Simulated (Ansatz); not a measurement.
# CH3ClSeSi: one species, many methods

Aim: compute CH3ClSeSi with functionals from several rungs and with coupled cluster, and see how far each lands from CCSD(T) at the basis-set limit for the atomisation energy.

Program: Ansatz 0.2.0, Gaussian basis. Level of theory: functionals in def2-TZVPP, the program's frozen cores in correlated methods. These are calculated values, not measurements.

Plan: LDA (SPW92), PBE-D4, revPBE-D4, BLYP-D4, r2SCAN-D4, B97M-V, PBE0-D4, B3LYP-D4, r2SCANh-D4, r2SCAN0-D4, HSE06-D4, BHLYP-D4, CAM-B3LYP-D4, LC-ωPBE, ωB97X-V, ωB97M-V, B2PLYP, PBE-QIDH; CCSD(T)/def2-SVP; CCSD(T)/def2-TZVPP; MP2/def2-QZVPP; extrapolation to the limit; RPA on PBE.

## (1) The relaxed structure

All runs share one geometry, relaxed beforehand with PBE0-D4 in a triple-zeta def2 set.

SMILES `Cl[SiH]1C[Se]1`, 7 atoms, charge 0, spin multiplicity 1.

Atoms are counted from 1 here; the program's logs count them from 0.

Bond lengths: Cl1–Si2 2.038 Å, Si2–C3 1.828 Å, Si2–Se4 2.207 Å, Si2–H5 1.473 Å, C3–Se4 2.037 Å, C3–H6 1.085 Å, C3–H7 1.085 Å. Angles: Cl1–Si2–C3 118.6°, Cl1–Si2–Se4 120.8°, Cl1–Si2–H5 108.9°, C3–Si2–Se4 59.8°, C3–Si2–H5 121.3°, Se4–Si2–H5 120.3°, Si2–C3–Se4 69.4°, Si2–C3–H6 119.4°, Si2–C3–H7 121.1°, Se4–C3–H6 111.5°, Se4–C3–H7 112.1°, H6–C3–H7 114.0°, Si2–Se4–C3 50.8°.

## (2) LDA

This LDA is Slater exchange with PW92 correlation.

in.yaml reads:

```yaml
crystal:
  periodic: [false, false, false]
  atoms:
    - {symbol: Cl, position_ang: [0.881601, -1.759814, -1.603583]}
    - {symbol: Si, position_ang: [0.014023, -0.863915, 0.008006]}
    - {symbol: C, position_ang: [-0.193047, 0.951976, -0.006421]}
    - {symbol: Se, position_ang: [1.201109, 0.400007, 1.372614]}
    - {symbol: H, position_ang: [-1.035577, -1.750183, 0.539659]}
    - {symbol: H, position_ang: [0.250239, 1.532771, -0.808551]}
    - {symbol: H, position_ang: [-1.057148, 1.421056, 0.452575]}
basis:
  gaussian: {orbitals: def2-TZVPP}
hamiltonian: {xc: lda}
output: {orbitals: {seedname: orbitals}}
```

After this run come: PBE-D4 (GGA); revPBE-D4 (GGA); BLYP-D4 (GGA); r2SCAN-D4 (meta-GGA); B97M-V (meta-GGA); PBE0-D4 (hybrid); B3LYP-D4 (hybrid); r2SCANh-D4 (hybrid); r2SCAN0-D4 (hybrid); HSE06-D4 (hybrid); BHLYP-D4 (hybrid); CAM-B3LYP-D4 (range-separated); LC-ωPBE (range-separated); ωB97X-V (range-separated); ωB97M-V (range-separated); B2PLYP (double hybrid); PBE-QIDH (double hybrid); CCSD(T) in def2-SVP; CCSD(T) in def2-TZVPP; MP2 in def2-QZVPP; RPA on PBE orbitals.

**Question.** What will the summary of the whole plan be? Wanted: atomisation energy, CCSD(T)/CBS; farthest beyond LDA; mean size of error, GGA; mean size of error, meta-GGA; mean size of error, hybrid; mean size of error, range-separated; mean size of error, double hybrid; gap, smallest and largest; T1 diagnostic.

**Answer**, as computed:

| quantity | value |
| --- | --- |
| atomisation energy, CCSD(T)/CBS | 24.319 eV |
| functionals within 0.243 eV (1.0 %) | revPBE-D4, r2SCAN-D4, B97M-V, PBE0-D4, r2SCANh-D4, HSE06-D4, ωB97X-V, ωB97M-V, PBE-QIDH |
| farthest beyond LDA | BHLYP-D4 (-0.926 eV) |
| mean size of error, GGA | 0.333 eV |
| mean size of error, meta-GGA | 0.135 eV |
| mean size of error, hybrid | 0.266 eV |
| mean size of error, range-separated | 0.218 eV |
| mean size of error, double hybrid | 0.310 eV |
| gap, smallest and largest | 4.11 eV (BLYP-D4), 11.05 eV (LC-ωPBE) |
| T1 diagnostic | 0.0102 |
| triples share of the correlation energy | 4.3 % |

In words: LDA overbinds by 3.536 eV (15 %). PBE-D4 is off by +0.408 eV. Double hybrids carry the basis error of their MP2 part in triple zeta, and no dispersion term here, so their miss is partly the set-up's. The rungs meta-GGA, range-separated miss on average by less than the doubt on the reference (0.243 eV), so they tie. Misses under about 0.243 eV are within the doubt on the reference itself, which lacks core-valence correlation, relativity and higher excitations, and its outer-core shells are covered unevenly. All levels share the lack of spin-orbit coupling, which lowers the free heavy atoms and so the true binding. Hartree-Fock recovers 71 % of the binding; the rest is correlation. CCSD(T) in def2-SVP is off by -2.078 eV, so the small basis spoils what the method gains. The gap grows from 4.1 to 11.1 eV across the functionals, mostly with the share of exact exchange. Correlated methods include outer-core shells of Se, which these sets cover unevenly.
